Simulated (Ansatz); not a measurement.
# BFHN + HBr: a complex and its separated parts

The complex below is one end of an elementary step. How strongly is it bound against its free parts?

Method: PBE0-D4/def2-TZVP structures, single points in def2-TZVPP, no counterpoise correction; program: Ansatz 0.2.0, Gaussian basis.

Levels: SPW92, PBE-D4, BLYP-D4, r2SCAN-D4, B97M-V, PBE0-D4, B3LYP-D4, r2SCAN0-D4, BHLYP-D4, CAM-B3LYP-D4, wB97X-V, wB97M-V, B2PLYP, PBE-QIDH, RPA on PBE, Hartree-Fock, MP2, CCSD, CCSD(T).

Correlated methods freeze the cores. Filled d shells of the heavier atoms are correlated. B3LYP uses VWN-RPA correlation. B2PLYP carries no dispersion term here.

56 further runs of the same task are left out: 56 set aside as unsound or not needed.

## Step 1: Where the work starts

The complex: 6 atoms, charge 0, spin multiplicity 1.

Atoms are counted from 1 here; the program's logs count them from 0.

Bond lengths: B1–N3 1.248 Å, B1–F5 1.284 Å, Br2–H4 1.448 Å, N3–H6 0.995 Å. Angles: N3–B1–F5 174.2°, B1–N3–H6 154.0°.

Geometry (Å):

```mol
BBrFH2N
  3D, bonds by distance, orders not assigned

  6  4  0  0  0  0  0  0  0  0999 V2000
    0.4589    1.0205    0.6660 B   0  0
   -0.0651   -1.7562   -2.0915 Br  0  0
   -0.4157    0.1315    0.7055 N   0  0
   -0.1901   -0.9314   -0.9077 H   0  0
    1.3966    1.8842    0.5128 F   0  0
   -1.1846   -0.3486    1.1147 H   0  0
  1  3  8  0
  1  5  8  0
  2  4  8  0
  3  6  8  0
M  END
```

Its parts: BFHN holds atoms 1, 3, 5, 6; HBr holds atoms 2, 4. Each part counts its atoms afresh in its own runs.

## Step 2: Relaxing BFHN alone

relax-a/in.yaml

```yaml
crystal:
  periodic: [false, false, false]
  atoms:
    - {symbol: B, position_ang: [0.458935, 1.020521, 0.666000]}
    - {symbol: N, position_ang: [-0.415699, 0.131540, 0.705517]}
    - {symbol: F, position_ang: [1.396578, 1.884226, 0.512806]}
    - {symbol: H, position_ang: [-1.184570, -0.348607, 1.114714]}
basis:
  gaussian: {orbitals: def2-TZVP}
hamiltonian: {xc: pbe0, dispersion: d4}
relax: {f_tol: 0.005, max_steps: 200}
```

Command:

```bash
> ansatz run in.yaml --threads 4 --pin off --events-out ev --progress --plain --max-ram 9574MiB
```

After this run come: Relaxing HBr alone; SPW92/def2-TZVPP; PBE-D4/def2-TZVPP; BLYP-D4/def2-TZVPP; r2SCAN-D4/def2-TZVPP; B97M-V/def2-TZVPP; PBE0-D4/def2-TZVPP; B3LYP-D4/def2-TZVPP; r2SCAN0-D4/def2-TZVPP; BHLYP-D4/def2-TZVPP; CAM-B3LYP-D4/def2-TZVPP; wB97X-V/def2-TZVPP; wB97M-V/def2-TZVPP; B2PLYP/def2-TZVPP; PBE-QIDH/def2-TZVPP; RPA on PBE/def2-TZVPP; CCSD(T)/def2-TZVPP; Vibrations of BFHN; Vibrations of HBr.

What does the calculation give? Wanted: complex less parts, CCSD(T)/def2-TZVPP; with zero-point energy; largest T1 diagnostic.

The runs gave:

| quantity | value |
| --- | --- |
| complex less parts, CCSD(T)/def2-TZVPP | -12.2 kJ/mol |
| with zero-point energy | -7.3 kJ/mol |
| largest T1 diagnostic | 0.013 |

What this shows: At CCSD(T) the complex lies 12.2 kJ/mol below its parts. Among the functionals B2PLYP lands nearest to CCSD(T) (0.0 kJ/mol) and SPW92 farthest (-20.3 kJ/mol). By rung, the mean size of the error is: LDA 20.3, GGA 9.0, meta-GGA 6.2, hybrid 5.0, range-separated hybrid 1.8, double hybrid 1.2 kJ/mol. PBE-D4 gives a relative energy 10.6 kJ/mol too low, an error of 87 % of the reference. No counterpoise was applied, and triple zeta lacks some correlation, so the CCSD(T) reference has a basis error of its own, and close matches with it are partly luck.
